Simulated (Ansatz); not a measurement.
Crystal: Ba2Tl5V3O12.

```
Ba V Tl O
1.0
     6.06147    0.00000    0.00000
    -2.48324    5.58450    0.00000
    -2.28447   -2.42817   13.72687
Ba V Tl O
2 3 5 12
Direct
  0.88251 0.01561 0.47320
  0.57886 0.79688 0.88922
  0.26936 0.10580 0.98468
  0.11629 0.55820 0.33914
  0.60807 0.30696 0.66552
  0.48361 0.28991 0.38373
  0.08311 0.07485 0.74869
  0.77279 0.89398 0.17719
  0.29791 0.66599 0.60107
  0.97201 0.46636 0.04740
  0.02458 0.05647 0.04354
  0.16369 0.86975 0.88754
  0.33585 0.37289 0.93818
  0.53308 0.10242 0.04892
  0.42674 0.67762 0.40063
  0.95197 0.64202 0.41211
  0.00696 0.24041 0.32565
  0.08373 0.64865 0.23032
  0.85890 0.33214 0.61652
  0.63673 0.58163 0.72390
  0.56343 0.09920 0.74423
  0.34984 0.20226 0.56862
```

The cell was built by a generator and needn't be a form met in nature.

```yaml
Program: Ansatz 0.2.0
Task: relaxation of cell and atoms
Functional: PBE
Dispersion: D3(BJ)
Potentials_or_basis: Ansatz PAW
Cutoff: "420 eV (not typed: the program's choice for these potentials)"
k_mesh: 4 × 4 × 2
Occupations: fermi-dirac, width 0.05 eV
Spin: collinear spin, ferromagnetic start
Starting_moments: "[0.0, 0.0, 2.0, 2.0, 2.0, 0.0, 0.0, 0.0, 0.0, 0.0, 0.0, 0.0, 0.0, 0.0, 0.0, 0.0, 0.0, 0.0, 0.0, 0.0, 0.0, 0.0] μB"
```

At the start: volume 21.12 Å³/atom.

Q: Where does the relaxation end?

A: It ends after 26 steps and the volume is 19.47 Å³/atom (-7.8 %); space group P1 (No. 1, to 0.05 Å); moment 0.00 μB per cell.

The path:
```tsv
step	energy change (eV)	largest force (eV/Å)	volume (Å³)
1	0.0000	0.0453	464.66
2	-0.1104	0.0974	449.64
3	-0.1514	0.0984	440.75
4	-0.1744	0.1139	437.61
5	-0.1884	0.1517	434.25
6	-0.1956	0.0853	432.53
7	-0.2034	0.1106	431.91
8	-0.2228	0.2550	430.82
9	-0.2507	0.2356	429.45
10	-0.2776	0.3505	428.32
11	-0.2866	0.6258	431.05
12	-0.3206	0.2807	430.00
13	-0.3304	0.1600	430.89
14	-0.3394	0.0776	430.90
15	-0.3404	0.0886	430.89
16	-0.3436	0.0424	429.86
17	-0.3439	0.0132	430.86
18	-0.3442	0.0147	430.90
19	-0.3443	0.0197	430.91
20	-0.3443	0.0118	430.97
21	-0.3442	0.0105	431.01
22	-0.2991	0.0107	431.01
23	-0.3066	0.0241	428.25
24	-0.3068	0.0205	428.28
25	-0.3068	0.0113	428.30
26	-0.3012	0.0113	428.30
```

Final structure:
```cif
data_structure
_symmetry_space_group_name_H-M 'P 1'
_symmetry_Int_Tables_number 1
_cell_length_a 5.8983
_cell_length_b 5.9823
_cell_length_c 13.8415
_cell_angle_alpha 95.911
_cell_angle_beta 98.205
_cell_angle_gamma 115.643
_cell_volume 428.30
loop_
_atom_site_label
_atom_site_type_symbol
_atom_site_fract_x
_atom_site_fract_y
_atom_site_fract_z
_atom_site_occupancy
Ba1 Ba 0.91585 0.02167 0.46169 1
Ba2 Ba 0.56498 0.77714 0.87883 1
V1 V 0.23588 0.12384 0.00925 1
V2 V 0.12179 0.56373 0.33203 1
V3 V 0.65680 0.30498 0.66979 1
Tl1 Tl 0.44220 0.21819 0.29600 1
Tl2 Tl 0.09793 0.06035 0.75191 1
Tl3 Tl 0.66688 0.83967 0.17069 1
Tl4 Tl 0.34427 0.66953 0.58807 1
Tl5 Tl 0.91947 0.47874 0.04875 1
O1 O 0.93453 0.04641 0.03890 1
O2 O 0.19397 0.88587 0.91697 1
O3 O 0.32751 0.39709 0.96168 1
O4 O 0.46657 0.16393 0.10931 1
O5 O 0.45051 0.69491 0.37187 1
O6 O 0.98965 0.61923 0.42882 1
O7 O 0.00660 0.23525 0.30170 1
O8 O 0.04892 0.69294 0.23482 1
O9 O 0.92021 0.31966 0.62369 1
O10 O 0.70199 0.59895 0.72370 1
O11 O 0.60574 0.10789 0.75657 1
O12 O 0.38780 0.18005 0.57495 1
```

Caveat: the plane-wave basis is chosen anew once the cell has moved, so the energies of steps on either side of that aren't comparable; the pressure holds a Pulay correction of +0.3 GPa for the finite cutoff; the starting moments weren't kept.
